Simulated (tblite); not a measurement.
# C5H13NO2Si: the cost of one run

Programs: tblite 0.8.0 and PySCF 2.14.0, with density-fitted response routines of our own. Each step states its level of theory. These are calculated values for one molecule in the gas phase, unless marked as measured. Atoms are numbered from 0 throughout.

### Step 1. The molecule as given

22 atoms, charge 0, multiplicity 1; geometry from: force field or distance geometry start.

Bonds of the start (Å): C0–C1 1.51, C1–C2 1.48, C2–O3 1.41, O3–Si4 1.72, C2–C5 1.47, C5–O6 1.28, C5–N7 1.43, N7–C8 1.47, C0–H9 1.13, C0–H10 1.13, C0–H11 1.09, C1–H12 1.12, C1–H13 1.10, C2–H14 1.12, Si4–H15 1.45, Si4–H16 1.48, Si4–H17 1.47, N7–H18 1.06, C8–H19 1.11, C8–H20 1.10, C8–H21 1.11.

### Step 2. Relaxing the molecule with GFN2-xTB

What the job is given:

```
{"job": {"kind": "relax", "xc": "GFN2-xTB", "basis": "xTB"}, "charge": 0, "multiplicity": 1}
C     -2.403400    -0.002600     1.006800
C     -1.384200    -0.657300     0.108100
C     -0.213500     0.245500     0.003500
O     -0.655800     1.460100    -0.571800
Si    -0.319600     2.688400     0.589900
C      0.894300    -0.239700    -0.823600
O      1.255700     0.463700    -1.824700
N      1.560700    -1.454300    -0.486500
C      2.666900    -1.897100    -1.340600
H     -1.991400    -0.084500     2.055000
H     -3.355700    -0.606700     1.024300
H     -2.584200     1.032400     0.700000
H     -1.178300    -1.636200     0.603500
H     -1.807300    -0.904200    -0.878300
H      0.198700     0.480300     1.012900
H      0.242500     2.065400     1.776700
H      0.628800     3.673100     0.014400
H     -1.586900     3.342300     0.942000
H      1.249700    -2.032400     0.351600
H      2.942700    -1.030500    -1.971900
H      3.491600    -2.180700    -0.674300
H      2.338200    -2.705600    -2.018400
```

Launch:

```sh
> OMP_NUM_THREADS=1 python probes_run.py task.json out
```

One launch serves the whole session: the jobs run in the order shown.

**Question.** How long does this first job take on 1 thread of Arm Neoverse V1, shared host, and how much memory does it need?

About 2.2 s, with a peak of 0.18 GiB.
